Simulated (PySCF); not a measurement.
# A gas-phase reaction: CH4BrFSi + ClH → CH4ClFSi + BrH

Wanted: the reaction energy for `C[SiH](F)Br` + `Cl` → `C[SiH](F)Cl` + `Br`.

Computed with PySCF 2.14.0; each step states its level. No surroundings beyond the atoms listed, unless a continuum is named. Atoms count from 0, parts from 1.

## Step 1: Starting point

Each species was relaxed by itself at PBE0-D3(BJ)/def2-SVPD.

## Step 2: Energies of the species: wB97M-D3(BJ)/def2-TZVPD

Job settings and geometry (Å):

```
{"job": {"kind": "react", "xc": "wB97M-D3(BJ)", "basis": "def2-TZVPD"}, "charge": 0, "multiplicity": 1}
-1 CH4BrFSi charge 0 multiplicity 1
C      0.160130    -0.088490     1.042300
Si     0.094100     0.033040    -0.801720
F     -0.484640    -1.369680    -1.407120
Br    -1.298230     1.645090    -1.431750
H      0.528340     0.853220     1.474230
H     -0.838730    -0.291630     1.454040
H      0.836740    -0.902900     1.341840
H      1.400070     0.278420    -1.460040

-1 ClH charge 0 multiplicity 1
Cl     0.644480     0.001800     0.017240
H     -0.643290     0.000100    -0.016780

+1 CH4ClFSi charge 0 multiplicity 1
C      0.049440     0.069610     1.022960
Si     0.039410     0.047040    -0.824750
F     -0.471050    -1.412020    -1.348540
Cl    -1.302560     1.443380    -1.553590
H      0.376160     1.055140     1.385810
H     -0.956020    -0.131300     1.418830
H      0.741180    -0.692910     1.410570
H      1.350260     0.303030    -1.466380

+1 BrH charge 0 multiplicity 1
Br     0.715000     0.002230     0.017080
H     -0.708340     0.000520    -0.017100
```

Level: wB97M-D3(BJ)/def2-TZVPD reaction energy of separated species, gas phase.

Run with:

```bash
OMP_NUM_THREADS=1 python cluster_run.py task.json out
```

The driver reads the jobs from task.json and runs them one after another.

What it wrote:

```text
species 1 (CH4BrFSi)
coarse grid: 34112 points
cycle   1  E = -3004.1998266884  dE = -8.385e-01  |g| = 6.250e-01  |ddm| = 2.273e+00
cycle   2  E = -3004.2011233753  dE = -1.297e-03  |g| = 7.017e-01  |ddm| = 8.073e-01
cycle   3  E = -3004.2705140814  dE = -6.939e-02  |g| = 6.530e-02  |ddm| = 3.445e-01
cycle   4  E = -3004.2711923768  dE = -6.783e-04  |g| = 1.727e-02  |ddm| = 6.271e-02
cycle   5  E = -3004.2712709434  dE = -7.857e-05  |g| = 4.392e-03  |ddm| = 2.375e-02
cycle   6  E = -3004.2712761577  dE = -5.214e-06  |g| = 1.093e-03  |ddm| = 7.001e-03
final grid: 69304 points
cycle   7  E = -3004.2712123082  dE = -4.620e-07  |g| = 7.855e-04  |ddm| = 3.752e-03
cycle   8  E = -3004.2712123643  dE = -5.615e-08  |g| = 7.267e-04  |ddm| = 1.166e-03
cycle   9  E = -3004.2712124358  dE = -7.147e-08  |g| = 9.463e-05  |ddm| = 3.798e-04
cycle  10  E = -3004.2712124392  dE = -3.410e-09  |g| = 5.062e-05  |ddm| = 1.417e-04
cycle  11  E = -3004.2712124404  dE = -1.206e-09  |g| = 3.662e-06  |ddm| = 1.228e-04
cycle  12  E = -3004.2712124404  dE =  0.000e+00  |g| = 1.108e-06  |ddm| = 1.109e-05
converged SCF energy = -3004.2712124404

species 2 (ClH)
coarse grid: 8792 points
cycle   1  E = -460.8503332102  dE = -8.165e-02  |g| = 2.169e-01  |ddm| = 7.239e-01
cycle   2  E = -460.8625127917  dE = -1.218e-02  |g| = 1.397e-01  |ddm| = 2.651e-01
cycle   3  E = -460.8670522504  dE = -4.539e-03  |g| = 1.358e-02  |ddm| = 9.818e-02
cycle   4  E = -460.8670933344  dE = -4.108e-05  |g| = 3.364e-03  |ddm| = 9.546e-03
cycle   5  E = -460.8670995830  dE = -6.249e-06  |g| = 8.516e-04  |ddm| = 3.915e-03
final grid: 17120 points
cycle   6  E = -460.8670681483  dE = -3.713e-07  |g| = 3.675e-04  |ddm| = 8.880e-04
cycle   7  E = -460.8670681945  dE = -4.624e-08  |g| = 1.617e-04  |ddm| = 3.979e-04
cycle   8  E = -460.8670682011  dE = -6.571e-09  |g| = 4.219e-05  |ddm| = 1.294e-04
cycle   9  E = -460.8670682024  dE = -1.315e-09  |g| = 3.956e-06  |ddm| = 6.529e-05
cycle  10  E = -460.8670682024  dE = -2.956e-12  |g| = 8.159e-07  |ddm| = 3.304e-06
converged SCF energy = -460.8670682024

species 3 (CH4ClFSi)
coarse grid: 33096 points
cycle   1  E = -890.3084350659  dE =  1.953e-01  |g| = 5.989e-01  |ddm| = 2.138e+00
cycle   2  E = -890.3110257440  dE = -2.591e-03  |g| = 6.919e-01  |ddm| = 7.953e-01
cycle   3  E = -890.3794738990  dE = -6.845e-02  |g| = 5.322e-02  |ddm| = 3.375e-01
cycle   4  E = -890.3800555548  dE = -5.817e-04  |g| = 2.268e-02  |ddm| = 6.783e-02
cycle   5  E = -890.3801642619  dE = -1.087e-04  |g| = 2.881e-03  |ddm| = 2.351e-02
cycle   6  E = -890.3801679508  dE = -3.689e-06  |g| = 6.482e-04  |ddm| = 7.439e-03
final grid: 67976 points
cycle   7  E = -890.3800378769  dE = -2.460e-07  |g| = 5.663e-04  |ddm| = 3.592e-03
cycle   8  E = -890.3800378870  dE = -1.015e-08  |g| = 6.361e-04  |ddm| = 8.107e-04
cycle   9  E = -890.3800379408  dE = -5.374e-08  |g| = 4.285e-05  |ddm| = 2.605e-04
cycle  10  E = -890.3800379425  dE = -1.678e-09  |g| = 1.609e-05  |ddm| = 1.437e-04
cycle  11  E = -890.3800379426  dE = -1.264e-10  |g| = 3.577e-06  |ddm| = 3.360e-05
converged SCF energy = -890.3800379426

species 4 (BrH)
coarse grid: 9808 points
cycle   1  E = -2574.7444817128  dE = -1.115e+00  |g| = 2.814e-01  |ddm| = 9.887e-01
cycle   2  E = -2574.7574488510  dE = -1.297e-02  |g| = 1.487e-01  |ddm| = 2.655e-01
cycle   3  E = -2574.7608846732  dE = -3.436e-03  |g| = 8.657e-03  |ddm| = 8.708e-02
cycle   4  E = -2574.7609220388  dE = -3.737e-05  |g| = 2.523e-03  |ddm| = 1.268e-02
cycle   5  E = -2574.7609264694  dE = -4.431e-06  |g| = 6.497e-04  |ddm| = 4.934e-03
final grid: 18448 points
cycle   6  E = -2574.7609110333  dE = -1.921e-07  |g| = 3.888e-04  |ddm| = 9.254e-04
cycle   7  E = -2574.7609110609  dE = -2.763e-08  |g| = 2.733e-04  |ddm| = 3.940e-04
cycle   8  E = -2574.7609110680  dE = -7.075e-09  |g| = 3.377e-05  |ddm| = 1.361e-04
cycle   9  E = -2574.7609110690  dE = -1.023e-09  |g| = 1.120e-05  |ddm| = 6.287e-05
cycle  10  E = -2574.7609110691  dE = -5.411e-11  |g| = 1.706e-06  |ddm| = 1.294e-05
converged SCF energy = -2574.7609110691

Reaction energy = -1.641 kcal/mol
```

Run time: 33 s. Hardware: 1 thread of Arm Neoverse V1, shared host; peak memory 0.77 GiB.

Species by species (with the dispersion term, which the log's SCF energies lack):

```
 ν      species  energy (Eh)  HOMO (eV)
-1  C[SiH](F)Br  -3004.27918     -10.83
-1           Cl   -460.86761     -11.93
+1  C[SiH](F)Cl   -890.38793     -11.36
+1           Br  -2574.76148     -11.15
```

## Step 3: Energies of the species: PBE0-D3(BJ)/def2-TZVPD

Same as in step 2 but for these lines:

```diff
@@ -1,2 +1,2 @@
-{"job": {"kind": "react", "xc": "wB97M-D3(BJ)", "basis": "def2-TZVPD"}, "charge": 0, "multiplicity": 1}
+{"job": {"kind": "react", "xc": "PBE0", "basis": "def2-TZVPD", "disp": "d3bj"}, "charge": 0, "multiplicity": 1}
 -1 CH4BrFSi charge 0 multiplicity 1
```

Level: PBE0-D3(BJ)/def2-TZVPD reaction energy of separated species, gas phase.

What it wrote:

```text
species 1 (CH4BrFSi)
coarse grid: 34112 points
cycle   1  E = -3003.5709445914  dE = -8.793e-01  |g| = 6.505e-01  |ddm| = 2.410e+00
cycle   2  E = -3003.4935882472  dE =  7.736e-02  |g| = 9.628e-01  |ddm| = 9.217e-01
cycle   3  E = -3003.6368904203  dE = -1.433e-01  |g| = 1.156e-01  |ddm| = 5.295e-01
cycle   4  E = -3003.6387928884  dE = -1.902e-03  |g| = 2.861e-02  |ddm| = 7.903e-02
cycle   5  E = -3003.6389729952  dE = -1.801e-04  |g| = 7.010e-03  |ddm| = 2.426e-02
cycle   6  E = -3003.6389831722  dE = -1.018e-05  |g| = 6.931e-04  |ddm| = 5.537e-03
cycle   7  E = -3003.6389832753  dE = -1.031e-07  |g| = 3.476e-04  |ddm| = 1.030e-03
final grid: 69304 points
cycle   8  E = -3003.6389726983  dE = -8.034e-08  |g| = 4.153e-04  |ddm| = 2.957e-03
cycle   9  E = -3003.6389726728  dE =  2.545e-08  |g| = 5.215e-04  |ddm| = 8.332e-04
cycle  10  E = -3003.6389727470  dE = -7.418e-08  |g| = 3.256e-05  |ddm| = 4.415e-04
cycle  11  E = -3003.6389727472  dE = -1.337e-10  |g| = 7.689e-06  |ddm| = 2.457e-05
converged SCF energy = -3003.6389727472

species 2 (ClH)
coarse grid: 2248 points
cycle   1  E = -460.6537828316  dE = -4.644e-02  |g| = 1.882e-01  |ddm| = 7.411e-01
cycle   2  E = -460.6558515368  dE = -2.069e-03  |g| = 1.902e-01  |ddm| = 3.151e-01
cycle   3  E = -460.6653805354  dE = -9.529e-03  |g| = 1.506e-02  |ddm| = 1.513e-01
cycle   4  E = -460.6654025926  dE = -2.206e-05  |g| = 2.693e-03  |ddm| = 7.323e-03
cycle   5  E = -460.6654041404  dE = -1.548e-06  |g| = 1.111e-03  |ddm| = 2.553e-03
final grid: 17120 points
cycle   6  E = -460.6658902708  dE = -4.428e-06  |g| = 2.164e-03  |ddm| = 7.328e-03
cycle   7  E = -460.6658903001  dE = -2.926e-08  |g| = 1.795e-03  |ddm| = 2.512e-03
cycle   8  E = -460.6658909184  dE = -6.184e-07  |g| = 1.533e-04  |ddm| = 1.363e-03
cycle   9  E = -460.6658909253  dE = -6.898e-09  |g| = 2.144e-05  |ddm| = 1.086e-04
cycle  10  E = -460.6658909254  dE = -9.959e-11  |g| = 4.935e-06  |ddm| = 1.679e-05
converged SCF energy = -460.6658909254

species 3 (CH4ClFSi)
coarse grid: 7904 points
cycle   1  E = -889.7769883453  dE =  1.572e-01  |g| = 6.200e-01  |ddm| = 2.265e+00
cycle   2  E = -889.7032439112  dE =  7.374e-02  |g| = 9.466e-01  |ddm| = 9.346e-01
cycle   3  E = -889.8452210758  dE = -1.420e-01  |g| = 9.483e-02  |ddm| = 5.151e-01
cycle   4  E = -889.8468814144  dE = -1.660e-03  |g| = 2.804e-02  |ddm| = 7.976e-02
cycle   5  E = -889.8470351198  dE = -1.537e-04  |g| = 4.277e-03  |ddm| = 2.017e-02
cycle   6  E = -889.8470393041  dE = -4.184e-06  |g| = 1.536e-03  |ddm| = 4.899e-03
final grid: 67976 points
cycle   7  E = -889.8475632561  dE = -3.054e-05  |g| = 5.765e-03  |ddm| = 8.228e-02
cycle   8  E = -889.8475606602  dE =  2.596e-06  |g| = 6.531e-03  |ddm| = 7.877e-03
cycle   9  E = -889.8475706659  dE = -1.001e-05  |g| = 3.048e-04  |ddm| = 4.310e-03
cycle  10  E = -889.8475706756  dE = -9.727e-09  |g| = 1.692e-04  |ddm| = 2.895e-04
cycle  11  E = -889.8475706800  dE = -4.424e-09  |g| = 4.449e-05  |ddm| = 1.175e-04
cycle  12  E = -889.8475706803  dE = -2.931e-10  |g| = 1.000e-05  |ddm| = 2.762e-05
converged SCF energy = -889.8475706803

species 4 (BrH)
coarse grid: 9808 points
cycle   1  E = -2574.4494535529  dE = -1.081e+00  |g| = 2.724e-01  |ddm| = 1.042e+00
cycle   2  E = -2574.4540918205  dE = -4.638e-03  |g| = 1.699e-01  |ddm| = 2.601e-01
cycle   3  E = -2574.4588662415  dE = -4.774e-03  |g| = 3.007e-02  |ddm| = 1.194e-01
cycle   4  E = -2574.4590977298  dE = -2.315e-04  |g| = 4.156e-03  |ddm| = 2.212e-02
cycle   5  E = -2574.4591017322  dE = -4.002e-06  |g| = 1.311e-03  |ddm| = 4.270e-03
final grid: 18448 points
cycle   6  E = -2574.4591027852  dE = -7.035e-08  |g| = 1.375e-03  |ddm| = 2.024e-03
cycle   7  E = -2574.4591027995  dE = -1.433e-08  |g| = 1.399e-03  |ddm| = 1.791e-03
cycle   8  E = -2574.4591030205  dE = -2.209e-07  |g| = 5.149e-05  |ddm| = 8.398e-04
cycle   9  E = -2574.4591030211  dE = -6.621e-10  |g| = 1.027e-05  |ddm| = 4.413e-05
converged SCF energy = -2574.4591030211

Reaction energy = -0.946 kcal/mol
```

It took 16 s on 1 thread of Arm Neoverse V1, shared host; peak memory 0.67 GiB.

Reaction energy at this level: -0.95 kcal/mol.

## Step 4: Comparing the runs

Energies in kcal/mol, with wall time:

```
                    run  reaction  time
wB97M-D3(BJ)/def2-TZVPD     -1.64  33 s
 PBE0-D3(BJ)/def2-TZVPD     -0.95  16 s
```

## Step 5: What came out

| quantity | value |
| --- | --- |
| reaction energy (wB97M-D3(BJ)/def2-TZVPD) | -1.64 kcal/mol |
| ΔH, ΔG at 298 K (xTB thermal terms) | -1.9, -1.9 kcal/mol |
| range of the reaction energy over the runs of this table | -1.64 to -0.95 kcal/mol |

What this shows: The reaction is exothermic by 1.9 kcal/mol in the gas phase; dispersion gives +0.03, and xTB itself gave -0.13 for the electronic energy (xTB energies and thermal terms come from the earlier relaxation of each species, not shown). No barrier was sought. The reaction energy runs from -1.64 (wB97M-D3(BJ)/def2-TZVPD) to -0.95 kcal/mol (PBE0-D3(BJ)/def2-TZVPD).
